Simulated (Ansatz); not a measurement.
# C₂H₆O₂Te: a ladder of functionals and wavefunction methods

The task here is to estimate one member of a computed series from the others.

Program: Ansatz 0.2.0, Gaussian basis. Level of theory: functionals in def2-TZVPP, the program's frozen cores in correlated methods. These are calculated values, not measurements.

Levels to be run: LDA (SPW92), PBE-D4, revPBE-D4, BLYP-D4, r2SCAN-D4, B97M-V, PBE0-D4, B3LYP-D4, r2SCANh-D4, r2SCAN0-D4, HSE06-D4, BHLYP-D4, CAM-B3LYP-D4, LC-ωPBE, ωB97X-V, ωB97M-V, B2PLYP, PBE-QIDH; CCSD(T)/def2-SVP; CCSD(T)/def2-TZVPP; MP2/def2-QZVPP; extrapolation to the limit; RPA on PBE.

### Structure used throughout

All runs share one geometry, relaxed beforehand with PBE0-D4 in a triple-zeta def2 set. Te takes the def2 core potential; no spin-orbit term is included.

SMILES `CC(O)(O)[TeH]`, 11 atoms, charge 0, spin multiplicity 1.

Atoms are counted from 1 here; the program's logs count them from 0.

Bond lengths: C1–C2 1.507 Å, C1–H6 1.094 Å, C1–H7 1.090 Å, C1–H8 1.089 Å, C2–O3 1.371 Å, C2–O4 1.389 Å, C2–Te5 2.262 Å, O3–H9 0.964 Å, O4–H10 0.961 Å, Te5–H11 1.661 Å. Angles: C2–C1–H6 108.3°, C2–C1–H7 110.7°, C2–C1–H8 110.4°, H6–C1–H7 109.4°, H6–C1–H8 109.5°, H7–C1–H8 108.5°, C1–C2–O3 108.9°, C1–C2–O4 113.3°, C1–C2–Te5 109.8°, O3–C2–O4 107.7°, O3–C2–Te5 106.8°, O4–C2–Te5 110.1°, C2–O3–H9 107.7°, C2–O4–H10 109.6°, C2–Te5–H11 93.4°.

The first run:

File in.yaml:

```yaml
crystal:
  periodic: [false, false, false]
  atoms:
    - {symbol: C, position_ang: [-1.192018, 0.045814, 0.358173]}
    - {symbol: C, position_ang: [0.309806, -0.043772, 0.273624]}
    - {symbol: O, position_ang: [0.795183, -0.510869, 1.467987]}
    - {symbol: O, position_ang: [0.920771, 1.177678, 0.019163]}
    - {symbol: Te, position_ang: [0.899646, -1.550850, -1.306016]}
    - {symbol: H, position_ang: [-1.449152, 0.771042, 1.136253]}
    - {symbol: H, position_ang: [-1.613149, 0.370134, -0.593826]}
    - {symbol: H, position_ang: [-1.616557, -0.924830, 0.610222]}
    - {symbol: H, position_ang: [1.750245, -0.377422, 1.468303]}
    - {symbol: H, position_ang: [0.665083, 1.490449, -0.853207]}
    - {symbol: H, position_ang: [0.595440, -0.504375, -2.560178]}
basis:
  gaussian: {orbitals: def2-TZVPP}
hamiltonian: {xc: lda}
output: {orbitals: {seedname: orbitals}}
```

Steps of the session up to this table: LDA; PBE-D4 (GGA); revPBE-D4 (GGA); BLYP-D4 (GGA); r2SCAN-D4 (meta-GGA); B97M-V (meta-GGA); PBE0-D4 (hybrid); B3LYP-D4 (hybrid); r2SCANh-D4 (hybrid); r2SCAN0-D4 (hybrid); HSE06-D4 (hybrid); BHLYP-D4 (hybrid); CAM-B3LYP-D4 (range-separated); LC-ωPBE (range-separated); ωB97X-V (range-separated); ωB97M-V (range-separated); B2PLYP (double hybrid); PBE-QIDH (double hybrid).

One table of the session follows, with a row left open; its other results are not shown here.

It belongs to the step «Frontier levels by functional». 

```
  functional  HOMO (eV)  gap (eV)
 LDA (SPW92)      -5.25      3.26
      PBE-D4      -5.08      3.31
   revPBE-D4      -5.02      3.34
     BLYP-D4      -4.93      3.23
   r2SCAN-D4      -5.32      3.74
      B97M-V      -5.35      3.74
     PBE0-D4      -6.16      5.19
    B3LYP-D4      -5.95      4.73
  r2SCANh-D4      -5.72      4.43
  r2SCAN0-D4      -6.32      5.46
    HSE06-D4          ?         ?
    BHLYP-D4      -7.09      6.95
CAM-B3LYP-D4      -7.44      7.42
     LC-ωPBE      -8.76      9.87
     ωB97X-V      -8.42      9.43
     ωB97M-V      -8.30      9.14
```

Q: Estimate the row for HSE06-D4 from the others.

The run gave: HOMO (eV): -5.77; gap (eV): 4.42. In the column «HOMO (eV)» it lies between B3LYP-D4 (-5.95) and r2SCANh-D4 (-5.72).
